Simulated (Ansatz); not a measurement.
# AsGeH5: the cost of one run

Method: PBE0-D4/def2-TZVP structures, single points in def2-TZVPP, no counterpoise correction; program: Ansatz 0.2.0, Gaussian basis.

Levels: SPW92, PBE-D4, BLYP-D4, r2SCAN-D4, B97M-V, PBE0-D4, B3LYP-D4, r2SCAN0-D4, BHLYP-D4, CAM-B3LYP-D4, wB97X-V, wB97M-V, B2PLYP, PBE-QIDH, RPA on PBE, Hartree-Fock, MP2, CCSD, CCSD(T).

Cores are frozen in the correlated methods. Filled d shells of the heavier atoms are correlated. B3LYP uses VWN-RPA correlation. B2PLYP carries no dispersion term here.

94 further runs of the same task are left out: 94 set aside as unsound or not needed.

## (1) Starting geometry

The complex: 9 atoms, charge 0, spin multiplicity 1.

Atoms are counted from 1 here; the program's logs count them from 0.

Bond lengths: Ge1–H3 1.537 Å, Ge1–H4 1.537 Å, Ge1–H5 1.537 Å, Ge1–As7 2.425 Å, H2–H6 0.747 Å, As7–H8 1.523 Å, As7–H9 1.523 Å. Angles: H3–Ge1–H4 109.0°, H3–Ge1–H5 109.3°, H3–Ge1–As7 108.4°, H4–Ge1–H5 109.2°, H4–Ge1–As7 108.2°, H5–Ge1–As7 112.7°, Ge1–As7–H8 92.4°, Ge1–As7–H9 92.4°, H8–As7–H9 92.1°.

As a file:

```
Ge   -0.2094    1.2072   -0.0801
H    -2.0393   -2.4186   -0.3621
H    -1.3560    0.6281   -0.9235
H    -0.7996    1.8853    1.1669
H     0.5531    2.2517   -0.9104
H    -1.4745   -2.4536    0.1252
As    1.2036   -0.6240    0.6497
H     2.3193    0.3216    1.0737
H     1.8029   -0.7978   -0.7392
```

Its parts: GeAsH5 holds atoms 1, 3, 4, 5, 7, 8, 9; H2 holds atoms 2, 6. Each part counts its atoms afresh in its own runs.

## (2) Relaxing GeAsH5 alone

Input file relax-a/in.yaml:

```yaml
crystal:
  periodic: [false, false, false]
  atoms:
    - {symbol: Ge, position_ang: [-0.209426, 1.207157, -0.080133]}
    - {symbol: H, position_ang: [-1.356016, 0.628146, -0.923535]}
    - {symbol: H, position_ang: [-0.799609, 1.885293, 1.166893]}
    - {symbol: H, position_ang: [0.553114, 2.251661, -0.910428]}
    - {symbol: As, position_ang: [1.203565, -0.623982, 0.649659]}
    - {symbol: H, position_ang: [2.319263, 0.321566, 1.073718]}
    - {symbol: H, position_ang: [1.802880, -0.797767, -0.739222]}
basis:
  gaussian: {orbitals: def2-TZVP}
hamiltonian: {xc: pbe0, dispersion: d4}
relax: {f_tol: 0.005, max_steps: 200}
```

The run is started by

```bash
> ansatz run in.yaml --threads 4 --pin off --events-out ev --progress --plain --max-ram 9574MiB
```

**Question.** How long does this run take on 4 threads of Arm Neoverse V2, shared host?

About 4.8 s.
